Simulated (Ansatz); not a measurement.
This was printed by a script on Ansatz 0.2.0 through its Python package, for a single point from a YAML input of Mn3GaC, space group Pm-3m. What did the script look like? Use: LDA, PAW, the default cutoff (420 eV here), 6×6×6 k-points, Fermi-Dirac smearing of 0.05 eV, collinear spin.

`input.yaml`
```yaml
crystal:
  lattice:
    - [3.896, 0.0, 0.0]
    - [0.0, 3.896, 0.0]
    - [0.0, 0.0, 3.896]
  atoms:
    - { symbol: Mn, position: [0.0, 0.5, 0.5], spin: 4.0 }
    - { symbol: Mn, position: [0.5, 0.0, 0.5], spin: 4.0 }
    - { symbol: Mn, position: [0.5, 0.5, 0.0], spin: 4.0 }
    - { symbol: Ga, position: [0.0, 0.0, 0.0] }
    - { symbol: C, position: [0.5, 0.5, 0.5] }
magnetization:
  spin_polarized: true
kpoints:
  mp_grid: { grid: [6, 6, 6] }
hamiltonian:
  xc: lda
scf:
  occupations: { method: fermi_dirac, width: 0.05 }
output:
  forces: true
  stress: true
```

```console
$ python run_yaml_run.py
DeckWarning: basis.ecutwfc = 420 eV, auto-derived from the records' recommended cutoffs: set by Mn (normal level)
F = E - TS               -15473.94674 eV
E                        -15473.90755 eV
Harris-Foulkes           -15473.94674 eV
Fermi level                  14.94477 eV
largest force 0.0000 eV/A on atom 0
[[ 0. -0. -0.]
 [ 0. -0.  0.]
 [ 0. -0. -0.]
 [-0.  0.  0.]
 [ 0. -0.  0.]]
site moments (muB): [1.3, 1.3, 1.3, -0.07, -0.11]
electrons up, down: [33.153, 28.847]
{'e_kinetic': 1125.82, 'e_hartree': 3080.7, 'e_xc': -457.461, 'e_local': -7243.344, 'e_nonlocal': 1186.685}
cutoffs (eV): 420.0 1680.0  FFT grid: [27, 27, 27]
cell volume 59.137 A^3, 48 symmetry operations
```
(Warnings from the package without file and line, repeats left out.)

One script that gives this output:

`run_yaml_run.py`:
```python
# -*- coding: utf-8 -*-
'''Mn3GaC from YAML text.'''

import ansatz as az
import numpy as np


def main():
    planned = az.Session.from_deck('input.yaml').plan(threads=1, pin='off')
    done = planned.execute()
    r = done.report

    print('%-22s %14.5f eV' % ('F = E - TS', r['free_energy_ev']))
    print('%-22s %14.5f eV' % ('E', r['internal_energy_ev']))
    print('%-22s %14.5f eV' % ('Harris-Foulkes', r['harris_foulkes_ev']))
    print('%-22s %14.5f eV' % ('Fermi level', r['fermi_energy_ev']))

    # forces, one row an atom
    forces = np.array(r['forces_ev_ang'])
    norms = np.linalg.norm(forces, axis=1)
    print('largest force {:.4f} eV/A on atom {}'.format(norms.max(), norms.argmax()))
    print(np.array2string(forces, precision=4, suppress_small=True))

    print('site moments (muB):', [round(m, 2) for m in r['site_moments_mub']])
    print('electrons up, down:', [round(n, 3) for n in r['spin_occupation_sums']])

    terms = r['components']
    print({name: round(terms[name], 3) for name in ('e_kinetic', 'e_hartree', 'e_xc', 'e_local', 'e_nonlocal')})

    used = r['setup']
    print('cutoffs (eV):', used['ecut_ev'], used['ecutrho_ev'], ' FFT grid:', used['fft_dense'])
    print('cell volume {:.3f} A^3, {} symmetry operations'.format(used['cell_volume_ang3'], used['n_sym_ops']))


if __name__ == '__main__':
    main()
```

What to keep in mind:
- Absolute energies stand on the zero of these potentials, so only differences at equal settings mean something. A total without «per atom» is that of the cell as typed.
- The energy terms are those on the plane-wave grid, with the one-centre PAW part apart; the terms shown are only some of the summands, so they needn't add up to F.
- For a metal this k-point mesh is coarse: on a finer one energies can move by several to tens of meV an atom and pressures by half a GPa or more, differences at one mesh by less.
- The zero of the levels is a convention of the potentials, so an absolute Fermi energy is no work function.
- At these settings the cell as given stands under about -26 GPa, so it isn't at this functional's equilibrium volume.
- The starting cell is as deposited in a crystallographic database; the results hold for this polymorph, which needn't be the stable one.
- Hardware and time: 12 s on 1 thread of Arm Neoverse V1 (shared host), peak memory 0.5 GiB.

(A comment or docstring line of the script was reworded after the run, the code is as it ran; lines on the test bed's own set-up are left out of the output.)
